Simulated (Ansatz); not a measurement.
**YbIn2Rh2 (element-swapped structure): how the settings move a single-point run**

Aim: see which settings change the result for YbIn2Rh2 (element-swapped structure), by how much, and at what cost.

Program: Ansatz 0.2.0. Level of theory: reference: DFT PBE, plane waves, PAW, scalar-relativistic, no spin polarisation. These are calculated values, not measurements.

### Step 1. The starting structure

The structure is tetragonal, space group I4/mmm (No. 139). Conventional cell: a = 4.405 Å, b = 4.405 Å, c = 10.086 Å, α = 90.00°, β = 90.00°, γ = 90.00°. Rh (site symmetry -4m2) is surrounded by 4 In at 2.54 Å. Around Yb (site symmetry 4/mmm) lie 8 Rh at 3.35 Å and 10 In at 3.36 to 3.78 Å. In (site symmetry 4mm) is surrounded by 1 In at 2.52 Å and 4 Rh at 2.54 Å.

Coordinates:

```
CELL_PARAMETERS angstrom
0.00000 4.40517 0.00000
4.40517 0.00000 0.00000
2.20259 2.20259 -5.04277
ATOMIC_POSITIONS crystal
Rh 0.75000 0.25000 0.50000
Rh 0.25000 0.75000 0.50000
Yb 0.00000 0.00000 0.00000
In 0.37500 0.37500 0.25000
In 0.62500 0.62500 0.75000
```

### Step 2. Baseline

Input file input.yaml:

```yaml
crystal:
  lattice:
    - [0.0, 4.405175, 0.0]
    - [4.405175, 0.0, 0.0]
    - [2.202588, 2.202588, -5.04277]
  atoms:
    - { symbol: Rh, position: [0.75, 0.25, 0.5] }
    - { symbol: Rh, position: [0.25, 0.75, 0.5] }
    - { symbol: Yb, position: [0.0, 0.0, 0.0] }
    - { symbol: In, position: [0.375, 0.375, 0.25] }
    - { symbol: In, position: [0.625, 0.625, 0.75] }
  symmetry: { tolerance: 0.0003 }
kpoints:
  mp_grid: { grid: [5, 5, 5], shift: [0, 0, 0] }
magnetization:
  spin_polarized: false
scf:
  occupations: { method: fermi_dirac }
hamiltonian:
  pseudopotentials: { kind: paw }
  xc: pbe
basis:
  ecutwfc: 420
output:
  forces: true
  stress: true
  eigenvalues: true
  write_density: true
  write_potential: true
  elf: true
  volumetric_format: npy
```

On the command line:

```bash
> ansatz run input.yaml --threads 1 --pin off --max-ram 2560MiB --backend cpu --events-out ev --progress --plain --runs-dir out
```

### Step 3. Variant: chi_scale 0.0, xc rpbe

Changes to input.yaml since step 2:

```diff
@@ -18,5 +18,6 @@
   occupations: { method: fermi_dirac }
+  initial_density: { chi_scale: 0.0 }
 hamiltonian:
   pseudopotentials: { kind: paw }
-  xc: pbe
+  xc: rpbe
 basis:
@@ -27,5 +28 @@
   eigenvalues: true
-  write_density: true
-  write_potential: true
-  elf: true
-  volumetric_format: npy
```

### Step 4. Variant: preconditioner none

Changes to input.yaml since step 2:

```diff
@@ -18,2 +18,3 @@
   occupations: { method: fermi_dirac }
+  mixing: { preconditioner: none }
 hamiltonian:
@@ -27,5 +28 @@
   eigenvalues: true
-  write_density: true
-  write_potential: true
-  elf: true
-  volumetric_format: npy
```

### Step 5. Variant: mixing.algorithm anderson, mixing.beta 0.9, mixing.ndim 16

Changes to input.yaml since step 2:

```diff
@@ -18,2 +18,3 @@
   occupations: { method: fermi_dirac }
+  mixing: { algorithm: anderson, beta: 0.9, ndim: 16 }
 hamiltonian:
@@ -27,5 +28 @@
   eigenvalues: true
-  write_density: true
-  write_potential: true
-  elf: true
-  volumetric_format: npy
```

### Step 6. A further run, with the input changed

Changes to input.yaml since step 2:

```diff
@@ -2,5 +2,5 @@
   lattice:
-    - [0.0, 4.405175, 0.0]
-    - [4.405175, 0.0, 0.0]
-    - [2.202588, 2.202588, -5.04277]
+    - [0.0, 3.0836225, 0.0]
+    - [3.0836225, 0.0, 0.0]
+    - [1.5418116, 1.5418116, -3.529939]
   atoms:
@@ -18,2 +18,3 @@
   occupations: { method: fermi_dirac }
+  max_iter: 75
 hamiltonian:
@@ -27,5 +28 @@
   eigenvalues: true
-  write_density: true
-  write_potential: true
-  elf: true
-  volumetric_format: npy
```

(Steps that only read results are left out.)

**Question.** What will these runs give? Wanted: for each run, ending; energy change; pressure; gap; force.

As calculated:

| run | ending | energy change | pressure (GPa) | gap (eV) | force (eV/Å) | cycles | time |
| --- | --- | --- | --- | --- | --- | --- | --- |
| reference | converged | 0 | 13.9 | 0.00 | 0.68 | 8 | 7.8 s |
| 1: chi_scale 0.0, xc rpbe | converged | not comparable | 17.1 | 0.00 | 0.64 | 12 | 8 s |
| 2: preconditioner none | converged | 0.0 meV/atom | 13.9 | 0.00 | 0.68 | 10 | 6.5 s |
| 3: mixing.algorithm anderson, mixing.beta 0.9, mixing.ndim 16 | converged | 0.0 meV/atom | 13.9 | 0.00 | 0.68 | 18 | 9.1 s |
| 4: structure | converged | +26.66 eV/atom | 1652.3 | 0.00 | 35.12 | 10 | 4.8 s |

Times don't compare one to one where runs were asked for different outputs or read a saved state (see the inputs); cycles may leave out searches for a lower state.

Residual by cycle in the longest SCF loop of each run; runs are numbered as in the table. The quantity is the density residual dr2, in eV.

| cycle | reference | run 1 | run 2 | run 3 | run 4 |
| --- | --- | --- | --- | --- | --- |
| 1 | 0.0262 | 17.2 | 0.0262 | 0.0262 | 12 |
| 3 | 4.4e-4 | 0.775 | 0.303 | 0.285 | 0.211 |
| 4 | 2.6e-5 | 0.131 | 0.0271 | 0.00552 | 0.0277 |
| 6 | 1.7e-6 | 0.0037 | 4.6e-5 | 0.00655 | 0.00119 |
| 7 | 3.2e-7 | 3.4e-4 | 2.8e-5 | 9.5e-5 | 2.2e-4 |
| 9 | - | 2.6e-6 | 8.7e-7 | 0.00137 | 4.0e-7 |
| 10 | - | 9.7e-7 | 1.3e-9 | 3.0e-4 | 2.1e-8 |
| 12 | - | 1.9e-8 | - | 1.8e-5 | - |
| 13 | - | - | - | 1.1e-5 | - |
| 15 | - | - | - | 9.2e-7 | - |
| 16 | - | - | - | 2.2e-7 | - |
| 18 | - | - | - | 1.9e-10 | - |

Of the converged runs whose energies compare with the reference's, none moves it noticeably. The structure is not at rest: the sound run finds 14 GPa, so these are no properties of the relaxed crystal. The reference leaves spin out although Rh and Yb can carry a moment, so its state need not be the lowest.

Caveats on the reference run: its f shells have neither a U nor exact exchange and are poorly placed; its mesh is coarse for a cell with so small a gap or none; the structure is made up and not relaxed.
